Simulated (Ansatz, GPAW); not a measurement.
# CdS with PBE in single-zeta orbitals from a Python script

These are simulated results from GPAW 26.7.0, not measurements. The cell was built from a prototype and was relaxed with r2SCAN in plane waves (Ansatz 0.2.0). Not every such cell is a known phase. All runs are without spin polarisation.

It is hexagonal, P6_3mc (No. 186); conventional cell a = 4.165 Å, c = 6.766 Å, 25.41 Å³ an atom. Around Cd lie 4 S at 2.54–2.55 Å; around S lie 4 Cd at 2.54–2.55 Å.

The basis is minimal: single zeta, one radial function for each shell that the log's basis lists. It describes the filled bands fairly and the empty ones poorly.

Input script:

```python
import json
from ase import Atoms
from gpaw import GPAW, PW, FermiDirac

atoms = Atoms(['Cd', 'Cd', 'S', 'S'],
              cell=[[4.164601, 0.0, 0.0], [-2.082301, 3.60665, 0.0], [0.0, 0.0, 6.766011]],
              scaled_positions=[[0.333333, 0.666667, -0.000963], [0.666667, 0.333333, 0.499037], [0.333333, 0.666667, 0.375963], [0.666667, 0.333333, 0.875963]],
              pbc=True)
calc = GPAW(mode='lcao', basis='sz(dzp)', h=0.2, xc='PBE', kpts={'size': (6, 6, 4), 'gamma': True},
            occupations=FermiDirac(0.02), maxiter=100, legacy_gpaw=True, txt='gpaw.txt')
atoms.calc = calc
res = {'energy': atoms.get_potential_energy(force_consistent=True)}
res['electrons'] = calc.get_number_of_electrons()
res['k'] = calc.get_ibz_k_points().tolist()
res['levels'] = [calc.get_eigenvalues(kpt=i).tolist() for i in range(len(res['k']))]
points = [[0.0, 0.0, 0.0], [0.5, 0.0, 0.0], [0.333333, 0.333333, 0.0], [0.0, 0.0, 0.5], [0.5, 0.0, 0.5], [0.333333, 0.333333, 0.5]]
bands = calc.fixed_density(kpts=points, symmetry='off', txt='bands.txt')
res['points'] = [bands.get_eigenvalues(kpt=i).tolist() for i in range(len(points))]
json.dump(res, open('results.json', 'w'))
print('free energy (eV):', round(res['energy'], 5))
```

Command: `python run.py`. It took 53 s on 1 thread of Arm Neoverse V2 (shared host), peak memory 0.2 GiB.

The log gpaw.txt, trimmed of paths, versions and times, then the last line on the terminal. An iter line gives the energy in eV and the logarithms of the changes of orbitals (plane waves alone) and density (c: converged):

```
___ ___ ___ _ _ _
 |   |   |_  | | | |

 | | | | | . | | | |

 |__ |  _|___|_____|  26.7.0
 |___|_|

Input parameters:
  basis: sz(dzp)
  h: 0.2
  kpts: {gamma: True,
         size: (6, 6, 4)}
  maxiter: 100
  mode: lcao
  occupations: {fixmagmom: False,
                name: fermi-dirac,
                width: 0.02}
  xc: PBE

System changes: positions, numbers, cell, pbc, initial_charges, initial_magmoms

Initialize ...

species:
  Cd:
    name:    Cadmium
    Z:       48.0
    valence: 12
    core:    36
    charge:  0.0  # [|e|]
    compensation charges:
      type: gauss
      rc: 0.38  # [Å]
      lmax: 2
    cutoffs:
      filter: 2.12  # [Å]
      core: 2.62  # [Å]
    projectors
    | kind |    occ | energy [eV] | rcut [Å] |

    |------|--------|-------------|----------|

    |   5s |  2.000 |      -5.655 |    1.191 |

    |   5p |  0.000 |      -1.186 |    1.228 |

    |   4d | 10.000 |     -11.739 |    1.164 |

    |    s |        |      21.556 |    1.191 |

    |    p |        |      26.026 |    1.228 |

    |    d |        |      15.473 |    1.164 |

    LCAO basis set for Cd:
      Name: sz(dzp)
      Number of radial functions: 3
      Number of spherical harmonics: 9
        l=0, rc=8.5781 Bohr: 5s-sz confined orbital
        l=1, rc=12.6406 Bohr: 5p-sz confined orbital
        l=2, rc=4.9062 Bohr: 4d-sz confined orbital
      Number of RI-basis functions 0

  S:
    name:    Sulfur
    Z:       16.0
    valence: 6
    core:    10
    charge:  0.0  # [|e|]
    compensation charges:
      type: gauss
      rc: 0.24  # [Å]
      lmax: 2
    cutoffs:
      filter: 1.77  # [Å]
      core: 1.66  # [Å]
    projectors
    | kind |    occ | energy [eV] | rcut [Å] |

    |------|--------|-------------|----------|

    |   3s |  2.000 |     -17.254 |    0.974 |

    |   3p |  4.000 |      -7.008 |    0.979 |

    |    s |        |       9.957 |    0.974 |

    |    p |        |      20.203 |    0.979 |

    |    d |        |       0.000 |    0.900 |

    LCAO basis set for S:
      Name: sz(dzp)
      Number of radial functions: 2
      Number of spherical harmonics: 4
        l=0, rc=5.5156 Bohr: 3s-sz confined orbital
        l=1, rc=6.9375 Bohr: 3p-sz confined orbital
      Number of RI-basis functions 0

Reference energy: -326061.476468  # eV

Spin-paired calculation

Convergence criteria:
 Maximum [total energy] change in last 3 cyles: 0.0005 eV / valence electron
 Maximum integral of absolute [dens]ity change: 0.0001 electrons / valence electron
 Maximum integral of absolute [eigenst]ate change: 4e-08 eV^2 / valence electron
 Maximum number of scf [iter]ations: 100
 (Square brackets indicate name in SCF output, whereas a 'c' in
 the SCF output indicates the quantity has converged.)

Symmetries present (total): 1

  ( 1  0  0)
  ( 0  1  0)
  ( 0  0  1)

144 k-points: 6 x 6 x 4 Monkhorst-Pack grid + [1/12,1/12,1/8]
76 k-points in the irreducible part of the Brillouin zone
       k-points in crystal coordinates                weights
   0:     0.00000000    0.00000000    0.00000000          1/144
   1:     0.00000000    0.00000000    0.25000000          2/144
   2:     0.00000000    0.00000000    0.50000000          1/144
   3:     0.00000000    0.16666667   -0.25000000          2/144
   4:     0.00000000    0.16666667    0.00000000          2/144
   5:     0.00000000    0.16666667    0.25000000          2/144
   6:     0.00000000    0.16666667    0.50000000          2/144
   7:     0.00000000    0.33333333   -0.25000000          2/144
   8:     0.00000000    0.33333333    0.00000000          2/144
   9:     0.00000000    0.33333333    0.25000000          2/144
          ...
  75:     0.50000000    0.50000000    0.50000000          1/144

Wave functions: LCAO
  Diagonalizer: Serial LAPACK
  Atomic Correction: dense with blas
  Data-type: complex

Occupation numbers: Fermi-Dirac:
  width: 0.0200  # eV

Eigensolver
   LCAO using direct dense diagonalizer

Densities:
  Coarse grid: 20*20*32 grid
  Fine grid: 40*40*64 grid
  Total Charge: 0.000000

Density mixing:
  Method: separate
  Backend: msr1
  Linear mixing parameter: 0.05
  old densities: 10
  Width of damping distribution: 1.1
  Damping of long wavelength oscillations: 20

Hamiltonian:
  XC and Coulomb potentials evaluated on a 40*40*64 grid
  Using the PBE Exchange-Correlation functional
  Interpolation: tri-quintic (5. degree polynomial)
  Poisson solver: FastPoissonSolver using
    Stencil: 8*3+1=25 point O(h^6) finite-difference Laplacian
    FFT axes: [np.int64(0), np.int64(1), np.int64(2)]
    FST axes: []

XC parameters: PBE with 2 nearest neighbor stencil

Memory estimate:
  Process memory now: 119.22 MiB
  Calculator: 32.79 MiB
    Density: 17.60 MiB
      Arrays: 2.54 MiB
      Localized functions: 13.11 MiB
      Mixer: 1.95 MiB
    Hamiltonian: 2.64 MiB
      Arrays: 1.66 MiB
      XC: 0.00 MiB
      Poisson: 0.00 MiB
      vbar: 0.97 MiB
    Wavefunctions: 12.55 MiB
      C [qnM]: 0.78 MiB
      S, T [2 x qmm]: 1.57 MiB
      P [aqMi]: 0.12 MiB
      BasisFunctions: 10.08 MiB
      Eigensolver: 0.00 MiB

Total number of cores used: 1

Number of atoms: 4
Number of atomic orbitals: 26
Number of bands in calculation: 26
Number of valence electrons: 36
Bands to converge: occupied
Positions:
   0 Cd    -0.000002    2.404435   -0.006516    ( 0.0000,  0.0000,  0.0000)
   1 Cd     2.082302    1.202215    3.376490    ( 0.0000,  0.0000,  0.0000)
   2 S     -0.000002    2.404435    2.543770    ( 0.0000,  0.0000,  0.0000)
   3 S      2.082302    1.202215    5.926775    ( 0.0000,  0.0000,  0.0000)

Unit cell:
           periodic     x           y           z      points  spacing
  1. axis:    yes    4.164601    0.000000    0.000000    20     0.1803
  2. axis:    yes   -2.082301    3.606650    0.000000    20     0.1803
  3. axis:    yes    0.000000    0.000000    6.766011    32     0.2114

  Lengths:   4.164601   4.164601   6.766011
  Angles:   90.000000  90.000000 120.000008

Effective grid spacing dv^(1/3) = 0.1995

iter:   1   -10.414402        c
iter:   2   -10.366670        c -1.25
iter:   3   -10.159816        c -1.28
iter:   4   -10.155104        c -2.00
iter:   5   -10.154609c       c -2.54
iter:   6   -10.154598c       c -3.59
iter:   7   -10.154595c       c -4.10c

Converged after 7 iterations.

Energy contributions relative to reference atoms: (reference = -326061.476468)

Kinetic:        +76.917345
Potential:      -67.725717
External:        +0.000000
XC:             -19.619115
Entropy (-ST):   -0.000000
Local:           +0.272893
SIC:             +0.000000
--------------------------
Free energy:    -10.154595
Extrapolated:   -10.154595

Showing only first 2 kpts
 Kpt  Band  Eigenvalues  Occupancy
  0    16      3.40601    2.00000
  0    17      3.40688    2.00000
  0    18      4.58528    0.00000
  0    19      6.66383    0.00000

  1    16      3.29175    2.00000
  1    17      3.29257    2.00000
  1    18      5.47632    0.00000
  1    19      6.66361    0.00000

Fermi level: 3.89914

Gap: 1.178 eV
Transition (v -> c):
  (s=0, k=0, n=17, [0.00, 0.00, 0.00]) -> (s=0, k=0, n=18, [0.00, 0.00, 0.00])
No difference between direct/indirect transitions

free energy (eV): -10.15459
```

The gap in the log is over the mesh alone; results.json adds the listed points. PBE in single-zeta orbitals gives a gap of 1.18 eV. On the same cell, plane-wave PBE (Ansatz, 12×12×4 k points and the special points) gives a gap of 1.17 eV and r2SCAN a gap of 1.63 eV; on shared hosts these took about 17 and 40 core-seconds on the 4-atom cell, against 53 for the script. Semilocal gaps usually lie below measured ones.

The runs are scalar-relativistic, without spin-orbit coupling.
